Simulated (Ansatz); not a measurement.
# Rh (sc type): how the settings move a single-point run

Aim: see which settings change the result for Rh (sc type), by how much, and at what cost.

Method: reference: DFT, LDA, all-electron LAPW, scalar-relativistic, in Ansatz 0.2.0.

## (1) The starting structure

It takes space group Pm-3m (No. 221, cubic). Conventional cell: a = 2.202 Å, b = 2.202 Å, c = 2.202 Å, α = 90.00°, β = 90.00°, γ = 90.00°. Rh (site symmetry m-3m) is surrounded by 6 Rh at 2.20 Å.

Coordinates:

```
CELL_PARAMETERS angstrom
2.20183 0.00000 0.00000
0.00000 2.20183 0.00000
0.00000 0.00000 2.20183
ATOMIC_POSITIONS crystal
Rh 0.00000 0.00000 0.00000
```

## (2) Reference

Contents of input.yaml:

```yaml
crystal:
  lattice:
    - [2.2018324479, 0.0, 0.0]
    - [0.0, 2.2018324479, 0.0]
    - [0.0, 0.0, 2.2018324479]
  atoms:
    - { symbol: Rh, position: [0.0, 0.0, 0.0] }
kpoints:
  mp_grid: { grid: [17, 17, 17] }
  band_path:
    path:
      - [0.0, 0.0, 0.0]
      - [0.0, 0.5, 0.0]
      - [0.5, 0.5, 0.0]
      - [0.0, 0.0, 0.0]
      - [0.5, 0.5, 0.5]
      - [0.0, 0.5, 0.0]
      - [0.5, 0.5, 0.5]
      - [0.5, 0.5, 0.0]
    npoints: 8
scf:
  occupations: { method: fermi_dirac, width: 0.08 }
hamiltonian:
  xc: lda
  pseudopotentials: { kind: all_electron, lapw: { basis_error: 0.001 } }
output:
  forces: true
  stress: true
  eigenvalues: true
  populations: true
  dos: { projected: true, de: 0.2, e_range: [-14, 8] }
```

Command:

```bash
$ ansatz run input.yaml --threads 1 --pin off --max-ram 2048MiB --backend cpu --events-out ev --progress --plain --runs-dir out
```

## (3) Changed: xc_grid 3

Edit input.yaml of step 2 so:

```diff
@@ -30,2 +30,3 @@
   populations: true
-  dos: { projected: true, de: 0.2, e_range: [-14, 8] }
+basis:
+  xc_grid: 3
```

Q: Predict the outcome of this session. Wanted: for each run, ending; energy change; pressure; gap; force.

As calculated:

| run | ending | energy change | pressure (GPa) | gap (eV) | force (eV/Å) | cycles | time |
| --- | --- | --- | --- | --- | --- | --- | --- |
| reference | converged | 0 | 195.3 | 0.00 | 0.00 | 6 | 19 s |
| 1: xc_grid 3 | converged | 0.0 meV/atom | 195.3 | 0.00 | 0.00 | 6 | 19 s |

Times don't compare one to one where runs were asked for different outputs or read a saved state (see the inputs); cycles may leave out searches for a lower state.

Residual by cycle in the longest SCF loop of each run; runs are numbered as in the table. The quantity is the density residual dr2, in eV.

| cycle | reference | run 1 |
| --- | --- | --- |
| 1 | 0.081 | 0.081 |
| 2 | 0.00742 | 0.00742 |
| 3 | 0.00172 | 0.00172 |
| 4 | 1.3e-5 | 1.3e-5 |
| 5 | 1.3e-7 | 1.3e-7 |
| 6 | 1.3e-10 | 1.3e-10 |

What this shows: The changed input (numerical grids) leaves the energy the same to the digits printed. The structure is not at rest: the sound run finds 195 GPa, so these are no properties of the relaxed crystal. 
